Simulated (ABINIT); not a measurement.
Crystal: PtSe.

```
CELL_PARAMETERS angstrom
0.00000 3.03745 3.03745
3.03745 0.00000 3.03745
3.03745 3.03745 0.00000
ATOMIC_POSITIONS crystal
Pt 0.00000 0.00000 0.00000
Se 0.25000 0.25000 0.25000
```

The cell comes from a database or a generator and needn't be the stable form of this composition.

* Program: ABINIT 10.8.3 (patched build)
* Task: relaxation of cell and atoms
* Functional: PBEsol
* Potentials or basis: JTH PAW PBE v2.0
* Cutoff: 435 eV
* k mesh: 6 × 6 × 6
* Occupations: fermi-dirac, width 0.05 eV
* Spin: no spin polarisation

At the start: pressure -14.1 GPa; volume 28.02 Å³/atom.

Problem. Where does the relaxation end?

Solution. Over 7 steps the energy falls by 323.1 meV/atom and the volume is 22.28 Å³/atom (-20.5 %); space group F-43m (No. 216, to 0.05 Å).

The path:
```tsv
step	energy change (eV)	largest force (eV/Å)	pressure (GPa)	volume (Å³)
1	0.0000	0.0000	-14.08	56.05
2	-0.2004	0.0000	-12.85	53.67
3	-0.3297	0.0000	20.98	39.04
4	-0.6161	0.0000	-4.53	46.60
5	-0.6448	0.0000	-1.04	44.98
6	-0.6462	0.0000	0.09	44.52
7	-0.6462	0.0000	0.00	44.56
```

Final structure:
```xyz
2
Lattice="0.0000 2.8138 2.8138 2.8138 0.0000 2.8138 2.8138 2.8138 0.0000" Properties=species:S:1:pos:R:3 pbc="T T T"
Pt    0.0000    0.0000    0.0000
Se    1.4069    1.4069    1.4069
```

Caveat: the volume moved by over 15 % at a fixed basis, so the end points are rough; the PAW data sets were made with another functional, which shifts forces and pressure a little; the atomic spheres overlap.
